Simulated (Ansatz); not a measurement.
# CH₈GeN₂: small, medium and large basis sets

Aim: see how fast density functionals converge with the basis set for CH₈GeN₂.

Program: Ansatz 0.2.0, Gaussian basis. Level of theory: one geometry, several basis sets. These are calculated values, not measurements.

Levels to be run: PBE0-D4/def2-SVP; ωB97M-V/def2-SVP; PBE0-D4/def2-QZVPP; ωB97M-V/def2-QZVPP; the functionals' def2-TZVPP values are taken from earlier runs.

## (1) The geometry

All runs share one geometry, relaxed beforehand with PBE0-D4 in a triple-zeta def2 set.

12 atoms, charge 0, spin multiplicity 1.

Atoms are counted from 1 here; the program's logs count them from 0.

Bond lengths: C1–N2 1.447 Å, C1–H5 1.094 Å, C1–H6 1.100 Å, C1–H7 1.094 Å, N2–Ge3 1.828 Å, N2–H8 1.010 Å, Ge3–N4 1.832 Å, Ge3–H9 1.547 Å, Ge3–H10 1.549 Å, N4–H11 1.010 Å, N4–H12 1.010 Å. Angles: N2–C1–H5 110.5°, N2–C1–H6 114.7°, N2–C1–H7 109.6°, H5–C1–H6 107.7°, H5–C1–H7 106.8°, H6–C1–H7 107.3°, C1–N2–Ge3 120.7°, C1–N2–H8 112.8°, Ge3–N2–H8 113.1°, N2–Ge3–N4 104.0°, N2–Ge3–H9 104.7°, N2–Ge3–H10 116.6°, N4–Ge3–H9 117.1°, N4–Ge3–H10 105.3°, H9–Ge3–H10 109.5°, Ge3–N4–H11 114.9°, Ge3–N4–H12 115.1°, H11–N4–H12 109.3°.

## (2) PBE0-D4 in def2-SVP

The input, in.yaml:

```yaml
crystal:
  periodic: [false, false, false]
  atoms:
    - {symbol: C, position_ang: [-0.506481, 1.855573, 0.406315]}
    - {symbol: N, position_ang: [-0.490807, 0.415753, 0.551066]}
    - {symbol: Ge, position_ang: [0.425555, -0.630749, -0.635449]}
    - {symbol: N, position_ang: [0.384555, -2.298388, 0.121644]}
    - {symbol: H, position_ang: [-0.828858, 2.330102, 1.338333]}
    - {symbol: H, position_ang: [-1.154202, 2.229482, -0.399947]}
    - {symbol: H, position_ang: [0.506459, 2.213939, 0.202025]}
    - {symbol: H, position_ang: [-1.394537, 0.037815, 0.796772]}
    - {symbol: H, position_ang: [1.809244, 0.048081, -0.772036]}
    - {symbol: H, position_ang: [-0.206549, -0.804210, -2.038698]}
    - {symbol: H, position_ang: [0.926407, -2.393681, 0.968727]}
    - {symbol: H, position_ang: [0.606216, -3.058715, -0.504552]}
basis:
  gaussian: {orbitals: def2-SVP}
hamiltonian: {xc: pbe0, dispersion: d4}
output: {orbitals: {seedname: orbitals}}
```

The run is started by

```bash
$ ansatz run in.yaml --threads 4 --pin off --events-out ev --progress --plain --max-ram 10444MiB
```

Further steps of the session: ωB97M-V in def2-SVP; PBE0-D4 in def2-QZVPP; ωB97M-V in def2-QZVPP.

Q: Predict the results of all the runs planned. Wanted: PBE0-D4: double and triple zeta above quadruple; ωB97M-V: double and triple zeta above quadruple.

**Answer**, as computed:

```
                                       quantity           value
PBE0-D4: double and triple zeta above quadruple  13.53, 1.49 eV
ωB97M-V: double and triple zeta above quadruple  13.70, 1.45 eV
```

**Reading.** For PBE0-D4 the step from double to triple zeta gains 12.04 eV and the next only 1.49 eV. These are total energies; as a rule much of such shifts cancels in differences, which this series doesn't test. The LUMO of ωB97M-V is positive and keeps falling with the basis (2.99 to 1.77 eV): an unbound level that the basis holds in place.
